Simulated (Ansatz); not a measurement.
# SiI₄: up Jacob's ladder to CCSD(T)

An exercise on one series of results from a longer session: the logs are not shown, and one member is left open.

Computed with Ansatz 0.2.0, Gaussian basis. Level: functionals in def2-TZVPP, the program's frozen cores in correlated methods.

The runs, in order: LDA (SPW92), PBE-D4, revPBE-D4, BLYP-D4, r2SCAN-D4, B97M-V, PBE0-D4, B3LYP-D4, r2SCANh-D4, r2SCAN0-D4, HSE06-D4, BHLYP-D4, CAM-B3LYP-D4, LC-ωPBE, ωB97X-V, ωB97M-V, B2PLYP, PBE-QIDH; CCSD(T)/def2-SVP; CCSD(T)/def2-TZVPP; MP2/def2-QZVPP; extrapolation to the limit; RPA on PBE.

1 further run of the same task is left out (it didn't finish).

### The geometry

The geometry comes from an earlier relaxation with PBE0-D4 in a triple-zeta def2 set; it is a stationary point. I takes the def2 core potential; no spin-orbit term is included.

SMILES `I[Si](I)(I)I`, 5 atoms, charge 0, spin multiplicity 1.

Atoms are counted from 1 here; the program's logs count them from 0.

Bond lengths: I1–Si2 2.429 Å, Si2–I3 2.429 Å, Si2–I4 2.429 Å, Si2–I5 2.429 Å. Angles: I1–Si2–I3 109.5°, I1–Si2–I4 109.5°, I1–Si2–I5 109.5°, I3–Si2–I4 109.5°, I3–Si2–I5 109.5°, I4–Si2–I5 109.5°.

Set-up of the first run:

The input, in.yaml:

```yaml
crystal:
  periodic: [false, false, false]
  atoms:
    - {symbol: I, position_ang: [-1.160163, -0.000925, 2.119707]}
    - {symbol: Si, position_ang: [0.009992, -0.014737, -0.008262]}
    - {symbol: I, position_ang: [2.067507, -1.286651, 0.207562]}
    - {symbol: I, position_ang: [-1.399956, -1.037109, -1.700748]}
    - {symbol: I, position_ang: [0.532521, 2.265721, -0.659558]}
basis:
  gaussian: {orbitals: def2-TZVPP}
hamiltonian: {xc: lda}
output: {orbitals: {seedname: orbitals}}
```

The run is started by

```bash
> ansatz run in.yaml --threads 2 --pin off --events-out ev --progress --plain --max-ram 32768MiB --backend cpu
```

Steps of the session up to this table: LDA; PBE-D4 (GGA); revPBE-D4 (GGA); BLYP-D4 (GGA); r2SCAN-D4 (meta-GGA); B97M-V (meta-GGA); B3LYP-D4 (hybrid); r2SCANh-D4 (hybrid); r2SCAN0-D4 (hybrid); HSE06-D4 (hybrid); BHLYP-D4 (hybrid); CAM-B3LYP-D4 (range-separated); LC-ωPBE (range-separated); ωB97X-V (range-separated); ωB97M-V (range-separated); B2PLYP (double hybrid); PBE-QIDH (double hybrid).

One table of the session follows, with a row left open; its other results are not shown here.

It belongs to the step «Frontier levels by functional». 

```
  functional  HOMO (eV)  LUMO (eV)  gap (eV)
 LDA (SPW92)      -6.74      -3.58      3.16
      PBE-D4      -6.57      -3.32      3.25
   revPBE-D4      -6.52      -3.23      3.29
     BLYP-D4      -6.37      -3.22      3.15
   r2SCAN-D4          ?          ?         ?
      B97M-V      -6.85      -3.02      3.83
     PBE0-D4      -7.69      -2.61      5.09
    B3LYP-D4      -7.43      -2.82      4.62
  r2SCANh-D4      -7.29      -2.92      4.37
  r2SCAN0-D4      -7.90      -2.54      5.36
    HSE06-D4      -7.31      -2.97      4.34
    BHLYP-D4      -8.63      -1.78      6.85
CAM-B3LYP-D4      -8.91      -1.65      7.25
     LC-ωPBE     -10.24      -0.55      9.70
     ωB97X-V      -9.91      -0.64      9.27
     ωB97M-V      -9.78      -0.85      8.93
```

Q: Estimate the row for r2SCAN-D4 from the others.

Worked estimate for «HOMO (eV)». Against the share of exact exchange, r2SCANh-D4 (0.1, -7.29), r2SCAN0-D4 (0.25, -7.90) give a slope of -4.07 per unit share; at 0 the line stands at -6.88.

As computed: HOMO (eV): -6.88; LUMO (eV): -3.17; gap (eV): 3.71. In «HOMO (eV)» the line misses by 0.00.
